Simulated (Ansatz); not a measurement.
**IrC (zincblende type): how the settings move a single-point run**

Aim: see which settings change the result for IrC (zincblende type), by how much, and at what cost.

Method: reference: DFT, PBE, PAW with Ansatz's default frozen-core files, scalar-relativistic, in Ansatz 0.2.0.

1 further run of the same task is left out (it didn't finish).

### 1 The system as given

Symmetry: F-43m, No. 216, cubic system. The conventional cell has a = 4.064 Å, b = 4.064 Å, c = 4.064 Å, α = 90.00°, β = 90.00°, γ = 90.00°. Around Ir (site symmetry -43m) lie 4 C at 1.76 Å. C (site symmetry -43m) has 4 Ir at 1.76 Å as nearest neighbours.

Structure file:

```
Ir C
1.0
     0.00000    2.03182    2.03182
     2.03182    0.00000    2.03182
     2.03182    2.03182    0.00000
Ir C
1 1
Cartesian
  0.0000 0.0000 0.0000
  1.0159 1.0159 1.0159
```

### 2 Reference

Contents of input.yaml:

```yaml
crystal:
  lattice:
    - [0.0, 2.0318194769, 2.0318194769]
    - [2.0318194769, 0.0, 2.0318194769]
    - [2.0318194769, 2.0318194769, 0.0]
  atoms:
    - { symbol: Ir, position: [0.0, 0.0, 0.0] }
    - { symbol: C, position: [0.25, 0.25, 0.25] }
kpoints:
  mp_grid: { grid: [16, 16, 16] }
scf:
  occupations: { method: fermi_dirac, width: 0.08 }
hamiltonian:
  xc: pbe
  pseudopotentials: { kind: paw }
output:
  forces: true
  stress: true
  eigenvalues: true
  populations: true
  write_density: true
  write_potential: true
  elf: true
  volumetric_format: npy
```

Started as:

```sh
$ ansatz run input.yaml --threads 1 --pin off --max-ram 2048MiB --backend cpu --events-out ev --progress --plain --runs-dir out
```

### 3 Changed: mp_grid.shift [0.5, 0.5, 0.5]

Changes to input.yaml since step 2:

```diff
@@ -9,3 +9,3 @@
 kpoints:
-  mp_grid: { grid: [16, 16, 16] }
+  mp_grid: { grid: [16, 16, 16], shift: [0.5, 0.5, 0.5] }
 scf:
@@ -20,5 +20 @@
   populations: true
-  write_density: true
-  write_potential: true
-  elf: true
-  volumetric_format: npy
```

Before running it: what results should come out? Wanted: for each run, ending; energy change; pressure; gap; force.

As calculated:

```csv
run,ending,energy change,pressure (GPa),gap (eV),force (eV/Å),cycles,time
reference,converged,0,247.2,0.00,0.00,6,4.6 s
"1: mp_grid.shift [0.5, 0.5, 0.5]",converged,+1.0 meV/atom,247.2,0.00,0.02,6,12 s
```

Times don't compare one to one where runs were asked for different outputs or read a saved state (see the inputs); cycles may leave out searches for a lower state.

Residual by cycle in the longest SCF loop of each run; runs are numbered as in the table. The quantity is the density residual dr2, in eV.

```csv
cycle,reference,run 1
1,0.0338,0.0337
2,0.0152,0.0151
3,3.1e-5,3.2e-5
4,3.1e-6,3.2e-6
5,5.7e-8,5.6e-8
6,2.7e-10,3.4e-10
```

**Reading.** Changing the k-point mesh moves the energy by +1.0 meV/atom, and the largest force goes from 0.00 to 0.02 eV/Å. Sampling errors of the energy have no fixed sign. The structure is not at rest: the sound run finds 247 GPa, so these are no properties of the relaxed crystal. The reference leaves spin out although Ir can carry a moment, so its state need not be the lowest.
